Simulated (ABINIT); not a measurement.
Set up this calculation in ABINIT 10.8.3 (patched build), as the native input.

```
Task                : single point
Functional          : PBEsol
Potentials or basis : PseudoDojo NC SR PBEsol v0.4.1 standard
Cutoff              : 1088 eV
k mesh              : 6 × 6 × 6
Occupations         : fermi-dirac, width 0.05 eV
Spin                : no spin polarisation
```

InSb3:

```
Sb In
1.0
     4.80637    0.00000    0.00000
     0.00000    4.80637    0.00000
     0.00000    0.00000    4.80637
Sb In
3 1
Direct
  0.51050 0.48869 0.99375
  0.00030 0.50846 0.50419
  0.50096 0.99871 0.50049
  0.99574 0.99724 0.00411
```

The cell comes from a database or a generator and needn't be the stable form of this composition.

The cell isn't the ideal one: atoms moved at random, drawn with an rms of 0.05 Å.

One way to write it, as run:

run.abi

```
# Pseudopotentials
pp_dirpath "./"
pseudos "Sb.upf, In.upf"

# Structure
acell 9.0827172844 9.0827172844 9.0827172844
rprim
     1.0000000000     0.0000000000     0.0000000000
     0.0000000000     1.0000000000     0.0000000000
     0.0000000000     0.0000000000     1.0000000000
ntypat 2
znucl 51 49
natom 4
typat 1 1 1 2
xcart
     2.4536599662     2.3488282956    -0.0300542129
     0.0014226846     2.4438261394     2.4233317905
     2.4077831932    -0.0062098262     2.4055434262
    -0.0204558980    -0.0132703793     0.0197301365 Angstrom
chkprim 0
chksymtnons 0
tolsym 1.0e-6

# Plane-wave basis
ecut 1088.455450 eV

# k points
kptopt 1
ngkpt 6 6 6
nshiftk 1
shiftk 0.0 0.0 0.0

# Exchange and correlation
ixc -116133

# Bands and occupations
nband 35
occopt 3
tsmear 0.00183747

# SCF cycle
nstep 100
tolvrs 1.0e-10

# Output
iomode 3
prtwf 0
prtden 0
prteig 0
prtebands 0
enunit 2
```

Potentials or basis: PseudoDojo NC SR PBEsol v0.4.1 standard.

Command:

```bash
$ abinit run.abi > log 2>&1
```

It gave:

```yaml
Pressure: -2.7 GPa
Largest_force: 0.080 eV/Å
Band_gap_on_the_k_mesh: none (metal or under the smearing width)
Valence_electrons_inside_the_program's_atomic_spheres: Sb 11.18; In 9.90
```

Wall time 28 min on 1 thread of Arm Neoverse V2, with other jobs on the host, peak memory 0.62 GiB.
